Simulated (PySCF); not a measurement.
# C5H7FO: a tour of settings

Which settings matter for C5H7FO (`CO[C@@]12C[C@@H]1[C@@H]2F`), and how do bad ones show?

The runs use PySCF 2.14.0, with density-fitted response routines of our own; the level of theory stands in each step. All values are computed, except where a source is named. Atoms count from 0, in the outputs and in this text.

### 1 The starting structure

14 atoms, charge 0, multiplicity 1; geometry from: GFN2-xTB, altered.

Bonds of the start (Å): C0–O1 1.85, O1–C2 1.26, C2–C3 1.50, C3–C4 1.51, C4–C5 1.49, C5–F6 1.38, C4–C2 1.49, C5–C2 1.49, C0–H7 1.09, C0–H8 1.09, C0–H9 1.09, C3–H10 1.08, C3–H11 1.08, C4–H12 1.07, C5–H13 1.08.

### 2 NMR shieldings: PBE0/Sadlej pVTZ

Job settings and geometry (Å):

```
{"job": {"kind": "nmr", "xc": "PBE0", "basis": "Sadlej pVTZ", "pop": true, "gauge": [0, 0, 50], "scf": {"max_cycle": 72}}, "charge": 0, "multiplicity": 1}
C      1.919984     0.983644    -0.135394
O      1.110265    -0.671585    -0.274979
C     -0.039066    -0.260003     0.031276
C     -1.231721     0.010138    -0.841423
C     -1.143939    -1.259147    -0.036570
C     -0.801033    -0.613042     1.262636
F     -1.668402     0.299625     1.816398
H      1.847215     1.372506     0.884599
H      1.467148     1.699919    -0.827347
H      2.964225     0.827856    -0.396553
H     -1.084709    -0.076909    -1.910088
H     -1.942135     0.773109    -0.549579
H     -1.250609    -2.284994    -0.312406
H     -0.334759    -1.183566     2.057521
```

With the program's defaults for keys left out, this is: common gauge origin PBE0/Sadlej pVTZ NMR shielding, non-relativistic, gas phase.

Command:

```bash
OMP_NUM_THREADS=1 python probes_run.py task.json out
```

This one command runs all jobs of the session in turn.

The log of the run:

```text
final grid: 116456 points
cycle   1  E = -369.2201068887  dE =  1.239e+00  |g| = 6.973e-01  |ddm| = 2.198e+01
cycle   2  E = -368.9606326944  dE =  2.595e-01  |g| = 1.319e+00  |ddm| = 5.357e+00
cycle   3  E = -369.3139513141  dE = -3.533e-01  |g| = 1.838e-01  |ddm| = 3.586e+00
cycle   4  E = -369.3202871636  dE = -6.336e-03  |g| = 7.951e-02  |ddm| = 7.105e-01
cycle   5  E = -369.3214556280  dE = -1.168e-03  |g| = 1.831e-02  |ddm| = 2.361e-01
cycle   6  E = -369.3215276239  dE = -7.200e-05  |g| = 3.623e-03  |ddm| = 1.083e-01
cycle   7  E = -369.3215305408  dE = -2.917e-06  |g| = 8.294e-04  |ddm| = 1.922e-02
cycle   8  E = -369.3215306775  dE = -1.367e-07  |g| = 3.610e-04  |ddm| = 5.526e-03
cycle   9  E = -369.3215307089  dE = -3.139e-08  |g| = 4.140e-05  |ddm| = 1.823e-03
cycle  10  E = -369.3215307093  dE = -4.352e-10  |g| = 8.519e-06  |ddm| = 3.186e-04
converged SCF energy = -369.3215307093

GIAO shielding tensors (ppm)
atom      isotropic    diamagn.    paramagn.     s11        s22        s33       span
  0 C       63.777     203.298    -139.521   -399.598      5.432    585.499    985.097
  1 O     -424.689    -420.158      -4.531  -1871.011   -473.556   1070.501   2941.511
  2 C      207.507     408.395    -200.888   -165.346    241.615    546.252    711.598
  3 C     -532.003   -2063.037    1531.033  -1212.325   -800.224    416.538   1628.863
  4 C      -65.065    -453.404     388.339   -771.834   -225.611    802.250   1574.084
  5 C      742.877    2596.604   -1853.727    -23.243    988.522   1263.352   1286.596
  6 F     1162.683    2503.559   -1340.876   -194.032   1465.631   2216.451   2410.483
  7 H      750.687    2937.032   -2186.346   -101.433   1135.948   1217.546   1318.979
  8 H     -511.388   -2124.974    1613.586  -1056.745   -803.584    326.166   1382.911
  9 H     -201.524    -870.109     668.585   -885.764   -322.511    603.702   1489.466
 10 H    -1080.794   -4428.846    3348.052  -1707.326  -1589.251     54.196   1761.523
 11 H     -102.022    -565.249     463.227   -923.215   -180.234    797.384   1720.599
 12 H     -290.896   -1200.100     909.205  -1107.524   -461.288    696.125   1803.649
 13 H      955.996    3810.377   -2854.381   -156.557   1353.499   1671.045   1827.602
```

Run time: 43 s. Hardware: 1 thread of Intel Xeon Platinum 8259CL at 2.50GHz, shared host; peak memory 0.83 GiB.

A normal end doesn't make this result sound: one atom of the first bond was moved so that the bond is 1.3 times as long; a common gauge origin replaces GIAOs, so the shieldings depend on where the origin lies.

### 3 Ultraviolet spectrum: X3LYP/def2-TZVP

The job, as its differences from that of step 2:

```diff
@@ -1,4 +1,4 @@
-{"job": {"kind": "nmr", "xc": "PBE0", "basis": "Sadlej pVTZ", "pop": true, "gauge": [0, 0, 50], "scf": {"max_cycle": 72}}, "charge": 0, "multiplicity": 1}
+{"job": {"kind": "uv", "xc": "X3LYP", "basis": "def2-TZVP", "nstates": 1, "ntriplets": 0, "tda": false, "scf": {"max_cycle": 99}}, "charge": 0, "multiplicity": 3}
 C      1.919984     0.983644    -0.135394
-O      1.110265    -0.671585    -0.274979
+O      1.297123    -0.289609    -0.242767
 C     -0.039066    -0.260003     0.031276
```

With the program's defaults for keys left out, this is: X3LYP/def2-TZVP.

The log of the run:

```text
NotImplementedError: this response code serves closed shells only; the SCF ended at -369.44136962 Eh with <S^2> = 2.0055
```

Wall time 92 s (1 thread of Intel Xeon Platinum 8259CL at 2.50GHz, shared host); peak memory 0.94 GiB.

**What went wrong.** The input makes an open shell, and this response code serves closed shells alone. The remedy is to restore the closed-shell charge and spin, or use an unrestricted response code.

### 4 NMR shieldings: B97-2/6-311G**

The job, as its differences from that of step 3:

```diff
@@ -1,2 +1,2 @@
-{"job": {"kind": "uv", "xc": "X3LYP", "basis": "def2-TZVP", "nstates": 1, "ntriplets": 0, "tda": false, "scf": {"max_cycle": 99}}, "charge": 0, "multiplicity": 3}
+{"job": {"kind": "nmr", "xc": "B97-2", "basis": "6-311G**", "pop": true}, "charge": 0, "multiplicity": 1}
 C      1.919984     0.983644    -0.135394
```

With the program's defaults for keys left out, this is: GIAO B97-2/6-311G** NMR shielding, non-relativistic, gas phase.

The log of the run:

```text
coarse grid: 11944 points
cycle   1  E = -369.5893274727  dE =  1.223e+00  |g| = 7.055e-01  |ddm| = 3.015e+00
cycle   2  E = -369.5031139588  dE =  8.621e-02  |g| = 1.030e+00  |ddm| = 1.442e+00
cycle   3  E = -369.6731406594  dE = -1.700e-01  |g| = 8.758e-02  |ddm| = 9.029e-01
cycle   4  E = -369.6744844582  dE = -1.344e-03  |g| = 3.835e-02  |ddm| = 8.664e-02
cycle   5  E = -369.6748103043  dE = -3.258e-04  |g| = 8.256e-03  |ddm| = 3.504e-02
cycle   6  E = -369.6748226609  dE = -1.236e-05  |g| = 3.779e-03  |ddm| = 9.800e-03
cycle   7  E = -369.6748258260  dE = -3.165e-06  |g| = 4.882e-04  |ddm| = 3.507e-03
final grid: 116456 points
cycle   8  E = -369.6793566499  dE = -7.692e-05  |g| = 7.931e-03  |ddm| = 3.521e-02
cycle   9  E = -369.6793468252  dE =  9.825e-06  |g| = 1.102e-02  |ddm| = 1.220e-02
cycle  10  E = -369.6793646436  dE = -1.782e-05  |g| = 8.136e-04  |ddm| = 8.686e-03
cycle  11  E = -369.6793647470  dE = -1.033e-07  |g| = 3.691e-04  |ddm| = 9.808e-04
cycle  12  E = -369.6793647746  dE = -2.767e-08  |g| = 6.788e-05  |ddm| = 3.534e-04
cycle  13  E = -369.6793647755  dE = -8.250e-10  |g| = 2.450e-05  |ddm| = 6.459e-05
converged SCF energy = -369.6793647755

GIAO shielding tensors (ppm)
atom      isotropic    diamagn.    paramagn.     s11        s22        s33       span
  0 C      128.263     245.202    -116.939     98.527    100.584    185.679     87.152
  1 O      310.067     389.584     -79.517    259.147    301.318    369.736    110.589
  2 C      122.610     247.114    -124.504     86.529    104.933    176.368     89.839
  3 C      163.172     251.223     -88.051    142.374    168.722    178.419     36.044
  4 C      165.942     260.554     -94.612    132.898    170.517    194.412     61.514
  5 C       99.927     249.244    -149.317     69.213     76.918    153.651     84.437
  6 F      403.614     470.303     -66.688    362.645    398.447    449.751     87.106
  7 H       28.353      29.916      -1.563     24.797     26.345     33.917      9.120
  8 H       28.418      30.071      -1.653     24.829     26.498     33.927      9.099
  9 H       28.276      29.129      -0.854     24.551     25.636     34.641     10.090
 10 H       30.269      31.501      -1.232     26.194     26.872     37.742     11.549
 11 H       30.304      31.037      -0.733     24.107     28.884     37.920     13.814
 12 H       29.569      32.949      -3.381     24.947     27.180     36.579     11.632
 13 H       26.635      30.668      -4.033     22.580     26.975     30.349      7.769
```

Wall time 31 s (1 thread of Intel Xeon Platinum 8259CL at 2.50GHz, shared host); peak memory 0.82 GiB.

The references, computed at this level on geometries of the same kind, shield at (ppm): 1H TMS 32.19, 13C TMS 189.8, 19F CFCl3 167.5, 17O H2O 340.5. Their shielding less the atom's gives the shift. The references are single molecules in the gas phase, so shifts against H2O, NH3, PH3, H3PO4 or CFCl3 are not on the usual liquid scales and can be off by tens of ppm. Atoms listed in one row are averaged.

```csv
atoms,environment,σ (ppm),δ (ppm)
C5,three-membered-ring carbon bearing a halogen,99.9,89.9
C2,three-membered-ring carbon,122.6,67.2
C0,methyl carbon bonded to O,128.3,61.6
C3,three-membered-ring carbon,163.2,26.7
C4,three-membered-ring carbon,165.9,23.9
H13,hydrogen on a three-membered-ring carbon bearing a halogen,26.63,5.56
"H7, H8, H9",hydrogen on a methyl carbon bonded to O,28.35,3.84
H12,hydrogen on a three-membered-ring carbon,29.57,2.62
H10,hydrogen on a three-membered-ring carbon,30.27,1.92
H11,hydrogen on a three-membered-ring carbon,30.30,1.89
O1,ether oxygen,310.1,30.5
F6,fluorine on an sp3 carbon,403.6,-236.1
```

Charges from the same density, by scheme (e):

```csv
atoms,Mulliken,IAO,Hirshfeld,ESP fit
C0,-0.13,-0.20,-0.03,-0.15
O1,-0.34,-0.36,-0.13,-0.31
C2,0.07,0.18,0.06,0.24
C3,-0.17,-0.30,-0.09,-0.27
C4,-0.22,-0.17,-0.06,-0.21
C5,0.21,0.13,0.04,0.04
F6,-0.27,-0.33,-0.12,-0.21
```

Mayer bond orders: C0–O1 0.94, O1–C2 1.04, C2–C3 0.94, C3–C4 0.93, C4–C5 0.98, C5–F6 0.92, C4–C2 0.86, C5–C2 0.97.

Ring of atoms C2, C3, C4: NICS(0) -40.8, NICS(1) -8.1, NICS(1)zz -21.6 ppm (means of both faces; NICS(1) differs between them: -10.5 and -5.7).

The two faces differ (NICS(1)zz -26.9 and -16.2 ppm).

In rings of three or four atoms NICS is ruled by the nearby σ bonds, so it says little on aromaticity.

Ring of atoms C2, C4, C5: NICS(0) -41.1, NICS(1) -10.1, NICS(1)zz -16.4 ppm (means of both faces; NICS(1) differs between them: -11.8 and -8.4).

The two faces differ (NICS(1)zz -12.6 and -20.3 ppm).

In rings of three or four atoms NICS is ruled by the nearby σ bonds, so it says little on aromaticity.

### 5 Shielding tensors: KT2/pcSseg-1 in acetonitrile

The job, as its differences from that of step 4:

```diff
@@ -1,2 +1,2 @@
-{"job": {"kind": "nmr", "xc": "B97-2", "basis": "6-311G**", "pop": true}, "charge": 0, "multiplicity": 1}
+{"job": {"kind": "nmr", "xc": "KT2", "basis": "pcSseg-1", "solvent": "acetonitrile", "pop": false, "scf": {"level_shift": 0.3}}, "charge": 0, "multiplicity": 1}
 C      1.919984     0.983644    -0.135394
```

With the program's defaults for keys left out, this is: GIAO KT2/pcSseg-1 NMR shielding, non-relativistic, IEF-PCM acetonitrile.

The log of the run:

```text
final grid: 116456 points
cycle   1  E = -375.3518240402  dE =  1.103e+00  |g| = 8.479e-01  |ddm| = 3.299e+00
cycle   2  E = -375.3375574112  dE =  1.427e-02  |g| = 9.874e-01  |ddm| = 1.203e+00
cycle   3  E = -375.4742572359  dE = -1.367e-01  |g| = 2.315e-01  |ddm| = 3.484e-01
cycle   4  E = -375.4836483849  dE = -9.391e-03  |g| = 4.688e-02  |ddm| = 1.579e-01
cycle   5  E = -375.4840775372  dE = -4.292e-04  |g| = 1.060e-02  |ddm| = 6.390e-02
cycle   6  E = -375.4840953612  dE = -1.782e-05  |g| = 4.999e-03  |ddm| = 1.850e-02
cycle   7  E = -375.4841006600  dE = -5.299e-06  |g| = 1.332e-03  |ddm| = 5.760e-03
cycle   8  E = -375.4841010737  dE = -4.138e-07  |g| = 2.945e-04  |ddm| = 1.911e-03
cycle   9  E = -375.4841011141  dE = -4.040e-08  |g| = 1.228e-04  |ddm| = 8.261e-04
cycle  10  E = -375.4841011229  dE = -8.822e-09  |g| = 4.041e-05  |ddm| = 3.815e-04
cycle  11  E = -375.4841011246  dE = -1.651e-09  |g| = 2.028e-05  |ddm| = 1.818e-04
cycle  12  E = -375.4841011250  dE = -3.957e-10  |g| = 1.243e-05  |ddm| = 8.633e-05
level shift removed, Fock matrix diagonalised once more
converged SCF energy = -375.4841011250

GIAO shielding tensors (ppm)
atom      isotropic    diamagn.    paramagn.     s11        s22        s33       span
  0 C      121.618     245.603    -123.985     89.548     91.980    183.325     93.777
  1 O      298.238     395.854     -97.616    240.293    290.810    363.612    123.318
  2 C      115.645     244.911    -129.265     76.607     95.402    174.926     98.319
  3 C      158.538     253.242     -94.705    136.972    165.727    172.914     35.943
  4 C      160.380     258.536     -98.156    125.241    163.868    192.030     66.788
  5 C       92.596     249.918    -157.322     60.905     69.104    147.777     86.872
  6 F      390.449     474.916     -84.467    343.174    389.530    438.644     95.470
  7 H       27.570      29.307      -1.737     24.003     25.486     33.220      9.217
  8 H       27.597      29.469      -1.872     24.053     25.551     33.187      9.134
  9 H       27.463      28.084      -0.622     23.829     24.702     33.857     10.027
 10 H       29.478      30.807      -1.329     25.408     26.145     36.882     11.474
 11 H       29.591      30.437      -0.846     23.261     28.231     37.281     14.021
 12 H       28.495      32.723      -4.228     23.851     26.074     35.559     11.708
 13 H       25.663      30.423      -4.761     21.546     26.283     29.160      7.614
```

Wall time 29 s (1 thread of Intel Xeon Platinum 8259CL at 2.50GHz, shared host); peak memory 0.8 GiB.

This run: δ C5 93.9, C2 70.8, C0 64.8, C3 27.9, H13 5.93, H7 4.05 ppm (means over like atoms).

(Part 1 of 2 ends here.)
